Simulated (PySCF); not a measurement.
# KGa: basis, grid and Hamiltonian

The method stays; parts of the set-up, such as the basis or the Hamiltonian, are changed.

Program: PySCF 2.14.0. Level of theory: method and basis as typed in the scripts. These are calculated values, not measurements.

2 further runs of the same task are left out: 2 that didn't finish.

## (1) Starting geometry

KGa: 2 atoms, charge 0, spin multiplicity 1.

No contacts short enough for the rule that draws bonds.

## (2) The base run

Input file input.py:

```python
from pyscf import gto, scf

mol = gto.M(
    atom='K 0 0 0; Ga 0 0 3.308',
    basis='lanl2dz',
    ecp={'K': 'lanl2dz', 'Ga': 'lanl2dz'},
    charge=0,
    spin=0,
    verbose=4,
)
mf = scf.RHF(mol)
mf.kernel()
mf.nuc_grad_method().kernel()
mf.dip_moment()
print('orbital energies (hartree):', mf.mo_energy[..., max(0, mol.nelec[1]-3):mol.nelec[0]+3].round(4))
```

On the command line:

```bash
$ python input.py
```

Its log is not repeated here.

Base result: E(SCF) = -29.777274 Eh, 9 cycles, μ = 4.93 D, gradient on the second atom -0.0170 Eh/bohr.

The bond length is a typed value, not an optimised one.

## (3) Pcseg-1 (core potential off)

Run 1 changes basis set: lanl2dz → pcseg-1; core potential: on → off. The core potential changes with it: totals don't compare.

Input file input.py:

```python
from pyscf import gto, scf

mol = gto.M(
    atom='K 0 0 0; Ga 0 0 3.308',
    basis='pcseg-1',
    charge=0,
    spin=0,
    verbose=4,
)
mf = scf.RHF(mol)
mf.kernel()
mf.nuc_grad_method().kernel()
mf.dip_moment()
print('orbital energies (hartree):', mf.mo_energy[..., max(0, mol.nelec[1]-3):mol.nelec[0]+3].round(4))
```

On the command line:

```bash
$ python input.py
```

## (4) X2c-svpall (core potential off, X2C on)

Run 2 changes basis set: lanl2dz → x2c-svpall; core potential: on → off; spin-free X2C: off → on. The core potential changes with it: totals don't compare.

Edit input.py of step 2 so:

```diff
@@ -4,4 +4,3 @@
     atom='K 0 0 0; Ga 0 0 3.308',
-    basis='lanl2dz',
-    ecp={'K': 'lanl2dz', 'Ga': 'lanl2dz'},
+    basis='x2c-svpall',
     charge=0,
@@ -11,2 +10,3 @@
 mf = scf.RHF(mol)
+mf = mf.sfx2c1e()
 mf.kernel()
```

## (5) Cc-pvdz-dk (core potential off, X2C on)

Run 3 changes basis set: lanl2dz → cc-pvdz-dk; core potential: on → off; spin-free X2C: off → on. The core potential changes with it: totals don't compare.

Edit input.py of step 2 so:

```diff
@@ -4,4 +4,3 @@
     atom='K 0 0 0; Ga 0 0 3.308',
-    basis='lanl2dz',
-    ecp={'K': 'lanl2dz', 'Ga': 'lanl2dz'},
+    basis='cc-pvdz-dk',
     charge=0,
@@ -11,2 +10,3 @@
 mf = scf.RHF(mol)
+mf = mf.sfx2c1e()
 mf.kernel()
```

## (6) 6-31g (core potential off)

Run 4 changes basis set: lanl2dz → 6-31g; core potential: on → off. The core potential changes with it: totals don't compare.

Edit input.py of step 2 so:

```diff
@@ -4,4 +4,3 @@
     atom='K 0 0 0; Ga 0 0 3.308',
-    basis='lanl2dz',
-    ecp={'K': 'lanl2dz', 'Ga': 'lanl2dz'},
+    basis='6-31g',
     charge=0,
```

Q: Predict the outcome of this session. Wanted: for each run, E(SCF); from base; gap; SCF dipole.

The runs gave:

| run | E(SCF) (hartree) | from base (eV) | cycles | gap (eV) | SCF dipole (D) | functions |
| --- | --- | --- | --- | --- | --- | --- |
| base | -29.777274 | 0 | 9 | 4.20 | 4.93 | 20 |
| pcseg-1 (core potential off) | -2522.015137 | not comparable | 10 | 4.21 | 5.62 | 51 |
| x2c-svpall (core potential off, X2C on) | -2543.182163 | not comparable | 10 | 4.15 | 5.01 | 56 |
| cc-pvdz-dk (core potential off, X2C on) | -2543.526040 | not comparable | 9 | 4.16 | 4.92 | 54 |
| 6-31g (core potential off) | -2521.993929 | not comparable | 9 | 4.10 | 5.02 | 44 |

What this shows: The dearest run is “cc-pvdz-dk (core potential off, X2C on)”, at 6.8 s against 0.94 s.
